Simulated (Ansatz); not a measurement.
# GaN: the cost of one run

Program: Ansatz 0.2.0. Level of theory: DFT r2SCAN, scalar-relativistic, plane waves, PAW. These are calculated values, not measurements.

The COD entry's cell or inner coordinates are ideal or old and differ from later refinements, so a difference from it is no clean test against experiment.

## 1. The starting structure

It takes space group P6_3mc (No. 186, hexagonal). The conventional cell has a = 3.180 Å, b = 3.180 Å, c = 5.166 Å, α = 90.00°, β = 90.00°, γ = 120.00°. Ga (site symmetry 3m) is surrounded by 4 N at 1.94 to 1.95 Å. N (site symmetry 3m) has 4 Ga at 1.94 to 1.95 Å in its first shell of neighbours.

Coordinates:

```
CELL_PARAMETERS angstrom
3.18000 0.00000 0.00000
-1.59000 2.75396 0.00000
0.00000 0.00000 5.16600
ATOMIC_POSITIONS crystal
Ga 0.33333 0.66667 0.00000
Ga 0.66667 0.33333 0.50000
N 0.33333 0.66667 0.37500
N 0.66667 0.33333 0.87500
```

No relaxation comes first: the listed cell is the starting point.

## 2. Zero of energy

The reference gives a free energy of -8352.7719 eV, pressure 1.08 GPa, largest force 0.142 eV/Å and gap on the mesh 2.38 eV. It was computed beforehand with the settings of the runs below.

## 3. Setting up biaxial against axial strain

The cell is strained by p along both x and y and by q along z, with fractional coordinates fixed.

## 4. p = -0.030, q = -0.030

Input file input.yaml:

```yaml
crystal:
  lattice:
    - [3.0845996707, 0.0, 0.0]
    - [-1.5422998354, 2.6713416753, 0.0]
    - [0.0, 0.0, 5.01102]
  atoms:
    - { symbol: Ga, position: [0.3333333333, 0.6666666667, 0.0] }
    - { symbol: Ga, position: [0.6666666667, 0.3333333333, 0.5] }
    - { symbol: "N", position: [0.3333333333, 0.6666666667, 0.375] }
    - { symbol: "N", position: [0.6666666667, 0.3333333333, 0.875] }
basis:
  ecutwfc: 500
kpoints:
  mp_grid: { grid: [12, 12, 6] }
hamiltonian:
  xc: r2scan
scf:
  occupations: { method: gaussian, width: 0.05 }
output:
  forces: true
  stress: true
  eigenvalues: true
```

The run is started by

```
ansatz run input.yaml --threads 1 --pin off --max-ram 2560MiB --backend cpu --events-out ev --progress --plain --runs-dir out
```

**Question.** How long does this run take on 1 thread of Intel Xeon at 2.70GHz, shared host, and how much memory does it need?

About 12 s, with a peak of 0.5 GiB.
